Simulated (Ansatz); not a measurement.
# SiCl (SMILES [Si]Cl) at U-wB97M-V/aug-cc-pVTZ

Aim: the electronic atomisation energy of SiCl at U-wB97M-V/aug-cc-pVTZ, from 3 runs. 

Program for the calculation: Ansatz 0.2.0.

40 further runs of the same task are left out: 40 set aside as unsound or not needed.

## Step 1: The molecule

The species is SiCl (2 atoms), meant as a doublet with charge 0. SMILES: `[Si]Cl`. The shape is that of a PBE0-D4/def2-TZVP optimisation.

Bond lengths: Si1–Cl2 2.067 Å.

## Step 2: The energy at U-wB97M-V/aug-cc-pVTZ

File molecule.yaml:

```yaml
crystal:
  periodic: [false, false, false]
  atoms:
    - {symbol: Si, position_ang: [0.881810, -0.293660, 0.452120]}
    - {symbol: Cl, position_ang: [-0.881810, 0.293660, -0.452120]}
basis:
  gaussian: {orbitals: aug-cc-pVTZ}
magnetization: {spin_polarized: true, initial_magnetization: 1}
hamiltonian: {xc: {name: wB97M-V}}
accuracy: high
output: {orbitals: {seedname: orbitals}}
```

Run with:

```console
$ ansatz run molecule.yaml --threads 1 --pin off --max-ram 3480MiB --events-out events.jsonl --progress --plain --runs-dir runs
```

Output:

```text
Warning: RAYON_NUM_THREADS=1 ignored (pool sized by the plan → 1); use --threads N
Functional definition: wB97M-V
  name "wB97M-V"
  parameter omega = 0.3/bohr
  parameter cx = 0.15
  parameter cx01 = 1.007
  parameter cx10 = 0.259
  parameter css00 = 0.443
  parameter css04 = -1.437
  parameter css10 = -4.535
  parameter css20 = -3.390
  parameter css43 = 4.278
  parameter cos00 = 1.000
  parameter cos10 = 1.358
  parameter cos20 = 2.924
  parameter cos21 = -8.812
  parameter cos60 = -1.390
  parameter cos61 = 9.142
  parameter b = 6.0
  parameter c = 0.01
  gx(w, u) = 1 - cx + cx01*u + cx10*w
  gss(w, u) = css00 + css04*u^4 + css10*w + css20*w^2 + css43*w^4*u^3
  gos(w, u) = cos00 + cos10*w + (cos20 + cos21*u)*w^2 + (cos60 + cos61*u)*w^6
  exchange = spin_sum(e_x_unif_sr(omega)*gx(b97_w, b97_u_x)) + cx*exact_x_sr(omega) + exact_x_lr(omega)
  correlation = spin_sum(e_c_pw_mod_same_spin*gss(b97_w, b97_u_same))
      + integral(e_c_pw_mod_opposite_spin*gos(b97_w_opposite, b97_u_opposite)) + vv10(b, c)
1299 factors; integrals over basis functions are off by at most 3.8e-9 eV
372 factors; integrals over basis functions are off by at most 1.6e-9 eV
mean field evaluation 1: about -20398.7541 eV, gradient 7.7e0 eV
mean field evaluation 2: about -20398.9661 eV, gradient 6.6e0 eV
mean field evaluation 4: about -20399.1662 eV, gradient 5.5e-1 eV
mean field evaluation 8: about -20399.2095 eV, gradient 1.0e-1 eV
mean field evaluation 16: about -20399.2098 eV, gradient 1.1e-4 eV
mean field -20399.20975255 eV, -749.6571313253 hartree, gradient 1.8e-8 eV, S^2 0.751979; 0 other end points of the search recorded, 0 dependent functions left out
reference -20399.20975655 eV, -749.6571314721 hartree; 16, 15 occupied and 84, 85 virtual orbitals, 1299 factors
Total energy: -20399.20975655 eV, -749.6571314721 hartree
```

Run time: 27 s. Hardware: 1 thread of Intel Xeon 6975P-C (Granite Rapids), shared host; peak memory 0.67 GiB.

## Step 3: The Cl atom at the same level

File job.yaml:

```yaml
crystal:
  periodic: [false, false, false]
  atoms:
    - {symbol: Cl, position_ang: [0.000000, 0.000000, 0.000000]}
basis:
  gaussian:
    orbitals: aug-cc-pVTZ
magnetization:
  spin_polarized: true
  initial_magnetization: 1
hamiltonian:
  xc: {name: wB97M-V}
accuracy: high
```

Run the same way, it converges to -460.13435 Eh (log not shown).

## Step 4: The Si atom at the same level

File input.yaml:

```yaml
basis:
  gaussian: {orbitals: aug-cc-pVTZ}
crystal:
  periodic: [false, false, false]
  atoms:
    - {symbol: Si, position_ang: [0.000000, 0.000000, 0.000000]}
magnetization: {spin_polarized: true, initial_magnetization: 2}
hamiltonian: {xc: {name: wB97M-V}}
accuracy: high
```

Run the same way, it converges to -289.35794 Eh (log not shown).

## Step 5: Outcome

At U-wB97M-V/aug-cc-pVTZ:

| quantity | value |
| --- | --- |
| molecule: total energy | -749.65713 Eh |
| molecule: HOMO energy (highest over α and β) | -6.85 eV |
| molecule: LUMO energy (lowest over α and β) | -1.10 eV |
| molecule: ⟨S²⟩ | 0.752 |
| Cl atom: total energy | -460.13435 Eh |
| Cl atom: ⟨S²⟩ | 0.752 |
| Si atom: total energy | -289.35794 Eh |
| Si atom: ⟨S²⟩ | 2.002 |
| electronic atomisation energy | 4.486 eV |

In words: Taking the molecule apart into free atoms costs 4.49 eV (433 kJ/mol), before zero-point energy and without spin-orbit coupling.
